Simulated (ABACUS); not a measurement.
# HPbNO4 (P1) in ABACUS: single point with r2SCAN

Aim: the single point of HPbNO4 with r2SCAN.

Program: ABACUS 3.10.1. These are calculated values, not measurements. Logs are shortened: lines on timing, memory, paths and dates and some standing lists are left out, and cuts for length are marked.

## 1. The crystal as given

The typed cell holds 14 atoms: a = 4.120 Å, b = 6.427 Å, c = 8.343 Å, α = 112.23°, β = 90.02°, γ = 90.02°.

The cell was built by a generator and needn't be a form met in nature.

## 2. Single point, r2SCAN

The input, run_abacus.py:

```python
"""ABACUS run from a structure file: ASE reads it, the script writes STRU, KPT and INPUT."""
import re
import subprocess
import spglib
from ase import Atoms
from ase.io import read
from ase.units import Bohr

atoms = read("HPbNO4.cif")
cell, frac, numbers = spglib.standardize_cell((atoms.cell[:], atoms.get_scaled_positions(), atoms.numbers), to_primitive=True, symprec=1e-4)
atoms = Atoms(numbers=numbers, cell=cell, scaled_positions=frac, pbc=True)  # the primitive cell
atoms = atoms[(-atoms.numbers).argsort(kind="stable")]  # ABACUS lists atoms element by element
pseudo = {'Pb': 'Pb_ONCV_PBE-1.2.upf', 'O': 'O_ONCV_PBE-1.2.upf', 'N': 'N_ONCV_PBE-1.2.upf', 'H': 'H_ONCV_PBE-1.2.upf'}
orbital = {'Pb': 'Pb_confined-atom_8au_2s2p2d.orb', 'O': 'O_confined-atom_6au_2s2p1d.orb', 'N': 'N_confined-atom_6au_2s2p1d.orb', 'H': 'H_confined-atom_6au_2s1p.orb'}
magmoms = None
kmesh = [4, 3, 2]
params = {
    'suffix': 'HPbNO4',
    'calculation': 'scf',
    'basis_type': 'lcao',
    'pseudo_dir': './',
    'orbital_dir': './',
    'symmetry': 1,
    'dft_functional': 'MGGA_X_R2SCAN+MGGA_C_R2SCAN',
    'ecutwfc': 100,
    'pseudo_rcut': 7,
    'nspin': 1,
    'nbands': 59,
    'ks_solver': 'genelpa',
    'smearing_method': 'fd',
    'smearing_sigma': 0.00367493,
    'scf_thr': 1e-07,
    'scf_nmax': 100,
    'mixing_type': 'broyden',
    'mixing_beta': 0.7,
    'cal_force': 1,
    'cal_stress': 1,
    'mixing_tau': 1,
    'out_mul': 1,
    'out_chg': 1,
    'out_pot': 2,
    'out_elf': 1,
}

symbols = atoms.get_chemical_symbols()
elements = list(dict.fromkeys(symbols))
lines = ["ATOMIC_SPECIES"] + [f"{e} {atoms.get_masses()[symbols.index(e)]:.4f} {pseudo[e]}" for e in elements]
if orbital:
    lines += ["", "NUMERICAL_ORBITAL"] + [orbital[e] for e in elements]
lines += ["", "LATTICE_CONSTANT", f"{1 / Bohr:.10f}", "", "LATTICE_VECTORS"]
lines += [" ".join(f"{x:.10f}" for x in v) for v in atoms.cell]
lines += ["", "ATOMIC_POSITIONS", "Direct"]
for e in elements:
    lines += ["", e, "0.0", str(symbols.count(e))]
    for i, p in enumerate(atoms.get_scaled_positions(wrap=False)):
        if symbols[i] == e:
            mag = "" if magmoms is None else " mag " + " ".join(str(x) for x in (magmoms[i] if isinstance(magmoms[i], list) else [magmoms[i]]))
            lines.append(" ".join(f"{x:.10f}" for x in p) + " 1 1 1" + mag)
open("STRU", "w").write("\n".join(lines) + "\n")
open("KPT", "w").write("K_POINTS\n0\nGamma\n%d %d %d 0 0 0\n" % tuple(kmesh))
open("INPUT", "w").write("INPUT_PARAMETERS\n" + "".join(f"{k:<20s}{v}\n" for k, v in params.items()))

done = subprocess.run(['mpirun', '-np', '8', 'abacus'])
if done.returncode:
    raise SystemExit(done.returncode)
log = open("OUT.HPbNO4/running_scf.log").read()
print("final energy (eV):", re.findall(r"FINAL_ETOT_IS (\S+)", log))
```

The input, HPbNO4.cif:

```cif
data_HPbNO4
_cell_length_a 4.12041530
_cell_length_b 6.42744477
_cell_length_c 8.34287631
_cell_angle_alpha 112.22642220
_cell_angle_beta 90.02460640
_cell_angle_gamma 90.02345171
_space_group_name_H-M_alt 'P1'
_space_group_name_Hall 'P 1'
_space_group_IT_number 1
loop_
_space_group_symop_operation_xyz
'x,y,z'
loop_
_atom_site_label
_atom_site_type_symbol
_atom_site_symmetry_multiplicity
_atom_site_Wyckoff_symbol
_atom_site_fract_x
_atom_site_fract_y
_atom_site_fract_z
_atom_site_occupancy
H1 H 1 a 0.9036600000 0.2932800000 0.5114900000 1
H2 H 1 a 0.4033700000 0.7068100000 0.4885800000 1
Pb1 Pb 1 a 0.3945500000 0.9841200000 0.2927500000 1
Pb2 Pb 1 a 0.8948900000 0.0159900000 0.7073400000 1
N1 N 1 a 0.6340900000 0.5928000000 0.7927000000 1
N2 N 1 a 0.1338600000 0.4071300000 0.2072500000 1
O1 O 1 a 0.9082900000 0.1276500000 0.4563100000 1
O2 O 1 a 0.5379200000 0.4142700000 0.8050300000 1
O3 O 1 a 0.5348300000 0.7811900000 0.8939800000 1
O4 O 1 a 0.8371800000 0.5844100000 0.6732800000 1
O5 O 1 a 0.4081700000 0.8724400000 0.5437600000 1
O6 O 1 a 0.0377400000 0.5855600000 0.1948000000 1
O7 O 1 a 0.0342900000 0.2186600000 0.1060300000 1
O8 O 1 a 0.3371600000 0.4156900000 0.3267000000 1
```

Potentials or basis: SG15 ONCV 1.2 PBE, DZP LCAO (the cutoffs set its grid).

On the command line:

```console
$ OMP_NUM_THREADS=1 python run_abacus.py > log
```

running log:

```text
ABACUS v3.10.1

               Atomic-orbital Based Ab-initio Computation at UStc

 ------------------------------------------------------------------------------------

 READING GENERAL INFORMATION
                           global_out_dir = OUT.HPbNO4/
                           global_in_card = INPUT
                               pseudo_dir = ./
                              orbital_dir = ./
                                    DSIZE = 8
                                    GSIZE = 1

 READING UNITCELL INFORMATION
                                    ntype = 4
                  lattice constant (Bohr) = 1.88973
              lattice constant (Angstrom) = 1

 READING ATOM TYPE 1
                               atom label = Pb
                      L=0, number of zeta = 2
                      L=1, number of zeta = 2
                      L=2, number of zeta = 2
             number of atom for this type = 2

 READING ATOM TYPE 2
                               atom label = O
                      L=0, number of zeta = 2
                      L=1, number of zeta = 2
                      L=2, number of zeta = 1
             number of atom for this type = 8

 READING ATOM TYPE 3
                               atom label = N
                      L=0, number of zeta = 2
                      L=1, number of zeta = 2
                      L=2, number of zeta = 1
             number of atom for this type = 2

 READING ATOM TYPE 4
                               atom label = H
                      L=0, number of zeta = 2
                      L=1, number of zeta = 1
             number of atom for this type = 2

                        TOTAL ATOM NUMBER = 14
DIRECT COORDINATES
    atom                   x                   y                   z     mag                  vx                  vy                  vz
taud_Pb1            0.3945500000        0.9841200000        0.2927500000  0.0000        0.0000000000        0.0000000000        0.0000000000
taud_Pb2            0.8948900000        0.0159900000        0.7073400000  0.0000        0.0000000000        0.0000000000        0.0000000000
taud_O1            0.9082900000        0.1276500000        0.4563100000  0.0000        0.0000000000        0.0000000000        0.0000000000
taud_O2            0.5379200000        0.4142700000        0.8050300000  0.0000        0.0000000000        0.0000000000        0.0000000000
taud_O3            0.5348300000        0.7811900000        0.8939800000  0.0000        0.0000000000        0.0000000000        0.0000000000
taud_O4            0.8371800000        0.5844100000        0.6732800000  0.0000        0.0000000000        0.0000000000        0.0000000000
taud_O5            0.4081700000        0.8724400000        0.5437600000  0.0000        0.0000000000        0.0000000000        0.0000000000
taud_O6            0.0377400000        0.5855600000        0.1948000000  0.0000        0.0000000000        0.0000000000        0.0000000000
taud_O7            0.0342900000        0.2186600000        0.1060300000  0.0000        0.0000000000        0.0000000000        0.0000000000
taud_O8            0.3371600000        0.4156900000        0.3267000000  0.0000        0.0000000000        0.0000000000        0.0000000000
taud_N1            0.6340900000        0.5928000000        0.7927000000  0.0000        0.0000000000        0.0000000000        0.0000000000
taud_N2            0.1338600000        0.4071300000        0.2072500000  0.0000        0.0000000000        0.0000000000        0.0000000000
taud_H1            0.9036600000        0.2932800000        0.5114900000  0.0000        0.0000000000        0.0000000000        0.0000000000
taud_H2            0.4033700000        0.7068100000        0.4885800000  0.0000        0.0000000000        0.0000000000        0.0000000000

                          Volume (Bohr^3) = 1380.26
                             Volume (A^3) = 204.533

 Lattice vectors: (Cartesian coordinate: in unit of a_0)
             +4.12042                  +0                  +0
          -0.00263081            +6.42744                  +0
          -0.00358295            -3.15584            +7.72297
 Reciprocal vectors: (Cartesian coordinate: in unit of 2 pi/a_0)
            +0.242694         +9.9337e-05        +0.000153186
                   -0           +0.155583          +0.0635759
                   +0                  -0           +0.129484
 The esolver type has been set to : ksdft_lcao

                PAO radial cut off (Bohr) = 7

 Read in pseudopotential file is Pb_ONCV_PBE-1.2.upf
                     pseudopotential type = NC
          exchange-correlation functional = PBE
                 nonlocal core correction = 0
[... 210 lines left out ...]
        5            104           3395
        6            104           3396
        7            104           3395
        8            105           3397
 --------------- sum -------------------
        8            835          27169

 SET NONLOCAL PSEUDOPOTENTIAL PROJECTORS
 SET NONLOCAL PSEUDOPOTENTIAL PROJECTORS
 SET NONLOCAL PSEUDOPOTENTIAL PROJECTORS
 SET NONLOCAL PSEUDOPOTENTIAL PROJECTORS
 max number of nonlocal projetors among all species is 8

 -------------------------------------------
 SELF-CONSISTENT
 -------------------------------------------

 SETUP SEARCHING RADIUS FOR PROGRAM TO SEARCH ADJACENT ATOMS
                  longest orb rcut (Bohr) = 8
   longest nonlocal projector rcut (Bohr) = 3.68
                     search radius (Bohr) = 23.4
              searching radius is (Bohr)) = 23.4
         searching radius unit is (Bohr)) = 1.89
                         PeriodicBoundary = 1
                        Radius(unit:lat0) = 12.4
                                   glayer = [ 5, 4, 3 ]
                             glayer_minus = [ 4, 3, 2 ]

Find the coordinate range of the input atom(unit:lat0).
                                  min_tau = [ -16.4, -27.7, -14.6 ]
                                  max_tau = [ 20.2, 31, 22.4 ]
                                BoxNumber = [ 9, 7, 5 ]

 SETUP EXTENDED REAL SPACE GRID FOR GRID INTEGRATION
                          real space grid = [ 50, 80, 108 ]
                 big cell numbers in grid = [ 10, 16, 54 ]
             meshcell numbers in big cell = [ 5, 5, 2 ]
                        extended fft grid = [ 11, 12, 30 ]
                dimension of extened grid = [ 33, 41, 115 ]
                            UnitCellTotal = 45
              Atom number in sub-FFT-grid = 13
    Local orbitals number in sub-FFT-grid = 163
                                ParaV.nnr = 45441
                                 init_chg = atomic

 LCAO ALGORITHM --------------- ION=   1  ELEC=   1--------------------------------

 Density error is 0.121434620422
----------------------------------------------------------
     Energy           Rydberg                 eV
----------------------------------------------------------
 E_KohnSham     -520.5612151398      -7082.5986837048
 E_Harris       -509.3692634245      -6930.3243686361
 E_Fermi        0.1782586461         2.4253333054
----------------------------------------------------------
[... 135 lines left out ...]
 Density error is 6.01458969234e-08
----------------------------------------------------------
     Energy           Rydberg                 eV
----------------------------------------------------------
 E_KohnSham     -521.4915953033      -7095.2571552355
 E_KS(sigma->0) -521.4915953033      -7095.2571552355
 E_Harris       -521.4916020536      -7095.2572470775
 E_band         -46.3779880637       -631.0048994428
 E_one_elec     -271.1763121968      -3689.5430085038
 E_Hartree      176.5053241933       2401.4781363664
 E_xc           -93.8573081173       -1276.9941893375
 E_Ewald        -332.9632991825      -4530.1980937605
 E_entropy(-TS) -0.0000000000        -0.0000000000
 E_descf        0.0000000000         0.0000000000
 E_exx          0.0000000000         0.0000000000
 E_Fermi        0.3224978218         4.3878079696
----------------------------------------------------------

 charge density convergence is achieved
 final etot is -7095.2571552 eV
 EFERMI = 4.3878079696 eV
The vacuum level is 9.5084239043 eV

 STATE ENERGY(eV) AND OCCUPATIONS    NSPIN == 1
 1/14 kpoint (Cartesian) = 0.0000 0.0000 0.0000 (2916 pws)
       1       -24.3253      0.0833333
       2       -24.3117      0.0833333
       3       -18.7396      0.0833333
       4       -18.7332      0.0833333
       5       -18.4055      0.0833333
       6       -18.3588      0.0833333
[... 356 lines left out ...]
      58        14.4303        0.00000
      59        15.4417        0.00000

[... levels at 8 further k points ...]

 correction force for each atom along direction 1 is 0.000438222
 correction force for each atom along direction 2 is -1.88316e-05
 correction force for each atom along direction 3 is 2.50714e-05
------------------------------------------------------------------------------------------
 TOTAL-FORCE (eV/Angstrom)
------------------------------------------------------------------------------------------
                       Pb1         0.0429314603         0.0236422732        -0.0332437377
                       Pb2         0.0426759861        -0.0228454303         0.0320665589
                        O1        -0.0521916891        -0.7878987252        -0.3431343938
                        O2        -0.4065887959        -1.1630897167         0.0606969504
                        O3        -0.4324505897         0.8787245931         0.7426613827
                        O4         0.6348209417         0.3076262662        -0.5901390776
                        O5        -0.0537612354         0.7889982672         0.3433421281
                        O6        -0.4034770433         1.1616184398        -0.0530750261
                        O7        -0.4343793817        -0.8838134759        -0.7443577435
                        O8         0.6351688201        -0.3060953521         0.5896491307
                        N1         0.2272901076         0.0651169314        -0.2750114203
                        N2         0.2238087317        -0.0626556199         0.2722266880
                        H1        -0.0123432912         0.6851770303         0.3131997962
                        H2        -0.0115040211        -0.6845054810        -0.3148812358
------------------------------------------------------------------------------------------

----------------------------------------------------------------
 TOTAL-STRESS (KBAR)
----------------------------------------------------------------
        -4.4791277954         0.0038021510         0.0249067999
         0.0038021510        20.5633704842        10.7978029199
         0.0249067999        10.7978029199         3.1084785089
----------------------------------------------------------------
 TOTAL-PRESSURE: 6.397574 KBAR

 --------------------------------------------
 !FINAL_ETOT_IS -7095.2571552354902451 eV
 --------------------------------------------
```

Run time: 56 s. Hardware: 8 MPI ranks of Intel Xeon Platinum 8259CL at 2.50GHz (Skylake/Cascade Lake), shared host; peak memory 1.7 GiB.

What came out:

```
Free energy            : -7095.2572 eV
Pressure               : 0.6 GPa
Largest force          : 1.234 eV/Å
Band gap on the k mesh : 3.77 eV, indirect (least direct gap 3.85 eV)
Mulliken charges       : Pb +1.21; O -0.43, -0.37, -0.39; N +0.46; H -0.10 e
```

Forces in eV/Å, atoms in the order of the input:
```
Pb   0.043  0.024 -0.033
Pb   0.043 -0.023  0.032
O   -0.052 -0.788 -0.343
O   -0.407 -1.163  0.061
O   -0.432  0.879  0.743
O    0.635  0.308 -0.590
O   -0.054  0.789  0.343
O   -0.403  1.162 -0.053
O   -0.434 -0.884 -0.744
O    0.635 -0.306  0.590
N    0.227  0.065 -0.275
N    0.224 -0.063  0.272
H   -0.012  0.685  0.313
H   -0.012 -0.685 -0.315
```

Stress tensor (GPa, compression positive):
```
-0.45  0.00  0.00
 0.00  2.06  1.08
 0.00  1.08  0.31
```

Levels at points of the mesh, in eV from the valence-band top:
```
           k point  band 40  band 41  band 42  band 43  band 44  band 45  band 46  band 47  band 48  band 49
(0.00, 0.00, 0.00)    -1.35    -1.20    -0.23    -0.16    -0.14     3.79     4.01     4.89     5.13     6.21
(0.50, 0.00, 0.00)    -1.12    -0.75    -0.75    -0.13    -0.13     3.77     3.78     5.01     5.02     6.17
(0.00, 0.00, 0.50)    -1.30    -1.18    -0.39    -0.23     0.00     3.98     3.98     4.86     4.95     5.76
(0.50, 0.00, 0.50)    -1.15    -0.72    -0.71    -0.08    -0.07     3.81     3.82     4.94     4.94     6.17
```

Caveat: the atomic orbitals were generated for these runs and aren't a published set; Mulliken charges move with the basis; the potentials were made for another functional, which shifts forces and pressure; spin-orbit coupling is left out, which as a rule narrows the gap of such compounds by several tenths of an eV; an odd mesh through Γ misses points on the zone boundary, where band edges often lie; the basis of atomic orbitals isn't converged, which shifts pressures, moduli and gaps.
